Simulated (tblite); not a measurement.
# C4H9FO3Si: the cost of one run

Programs: tblite 0.8.0 and PySCF 2.14.0, with density-fitted response routines of our own. Each step states its level of theory. These are calculated values for one molecule in the gas phase, unless marked as measured. Atoms are numbered from 0 throughout.

### 1 The molecule as given

18 atoms, charge 0, multiplicity 1; geometry from: force field or distance geometry start.

Bonds of the start (Å): C0–O1 1.40, O1–Si2 1.67, Si2–O3 1.66, Si2–C4 1.89, C4–O5 1.43, O5–C6 1.37, C6–C7 1.34, C7–F8 1.34, C0–H9 1.10, C0–H10 1.10, C0–H11 1.10, Si2–H12 1.48, O3–H13 0.98, C4–H14 1.10, C4–H15 1.10, C6–H16 1.09, C7–H17 1.07.

### 2 Optimising the geometry with GFN2-xTB

Job settings and geometry (Å):

```
{"job": {"kind": "relax", "xc": "GFN2-xTB", "basis": "xTB"}, "charge": 0, "multiplicity": 1}
C     -3.314800     0.657800     0.664600
O     -1.920200     0.509600     0.736800
Si    -1.093300    -0.036100    -0.603100
O     -1.560400    -1.603000    -0.882100
C      0.781200     0.142700    -0.439800
O      1.385200    -0.742200     0.506000
C      2.745600    -0.653500     0.665700
C      3.642600     0.135000     0.066500
F      3.322700     1.031600    -0.879300
H     -3.685000     1.024300     1.638000
H     -3.602400     1.398200    -0.096800
H     -3.823000    -0.298600     0.464600
H     -1.571700     0.775500    -1.749600
H     -1.255400    -2.231300    -0.192600
H      1.201200    -0.046900    -1.437000
H      0.984700     1.184800    -0.152700
H      3.055600    -1.368600     1.426800
H      4.698700     0.126900     0.252300
```

Run with:

```console
$ OMP_NUM_THREADS=1 python probes_run.py task.json out
```

The driver reads the jobs from task.json and runs them one after another.

Q: Estimate the wall time of this first job on 1 thread of Arm Neoverse V1, shared host.

About 2 s.
